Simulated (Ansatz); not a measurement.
# CH4F2O2Si: the cost of one run

All numbers below are computed with Ansatz 0.2.0 (RKS PBE0-D4/def2-SVP).

## (1) The system as given

Bond lengths: Si1–O2 1.680 Å, O2–C3 1.420 Å, C3–H4 1.110 Å, C3–H5 1.110 Å, C3–H6 1.110 Å, Si1–F7 1.590 Å, Si1–O8 1.679 Å, O8–H9 1.010 Å, Si1–F10 1.589 Å. Angles: Si1–O2–C3 125.0°, O2–Si1–F7 109.5°, O2–Si1–O8 109.5°, O2–Si1–F10 109.5°, F7–Si1–O8 109.5°, F7–Si1–F10 109.5°, O8–Si1–F10 109.5°, O2–C3–H4 109.5°, O2–C3–H5 109.5°, O2–C3–H6 109.5°, H4–C3–H5 109.4°, H4–C3–H6 109.4°, H5–C3–H6 109.4°, Si1–O8–H9 109.5°.

Coordinates:

```xyz
10

Si    0.0000    0.0000    0.0000
O     0.0000    0.0000    1.6800
C    -1.1112   -0.3437    2.4945
H    -1.8140   -0.9775    1.9143
H    -0.7584   -0.9037    3.3856
H    -1.6313    0.5809    2.8212
F     1.4994    0.0000   -0.5295
O    -0.7913    1.3709   -0.5594
H    -1.7491    1.1401   -0.7818
F    -0.7489   -1.2974   -0.5295
```

## (2) Preparing the start

Input file input.yaml:

```yaml
crystal:
  periodic: [false, false, false]
  atoms:
    - { symbol: Si, position_ang: [0.0, 0.0, 0.0] }
    - { symbol: O, position_ang: [0.0, 0.0, 1.68] }
    - { symbol: C, position_ang: [-1.1112, -0.3437, 2.4945] }
    - { symbol: H, position_ang: [-1.814, -0.9775, 1.9143] }
    - { symbol: H, position_ang: [-0.7584, -0.9037, 3.3856] }
    - { symbol: H, position_ang: [-1.6313, 0.5809, 2.8212] }
    - { symbol: F, position_ang: [1.4994, 0.0, -0.5295] }
    - { symbol: O, position_ang: [-0.7913, 1.3709, -0.5594] }
    - { symbol: H, position_ang: [-1.7491, 1.1401, -0.7818] }
    - { symbol: F, position_ang: [-0.7489, -1.2974, -0.5295] }
basis:
  gaussian: { orbitals: def2-SVP }
hamiltonian:
  xc: pbe0
  dispersion: d4
relax:
  f_tol: 0.02
  max_steps: 40
```

Launch:

```bash
> ansatz run input.yaml --threads 2 --pin off --max-ram 3072MiB --backend cpu --events-out ev --progress --plain --runs-dir out
```

**Question.** How long does this run take on 2 threads of Arm Neoverse V2, shared host, and how much memory does it need?

About 51 s, with a peak of 0.24 GiB.
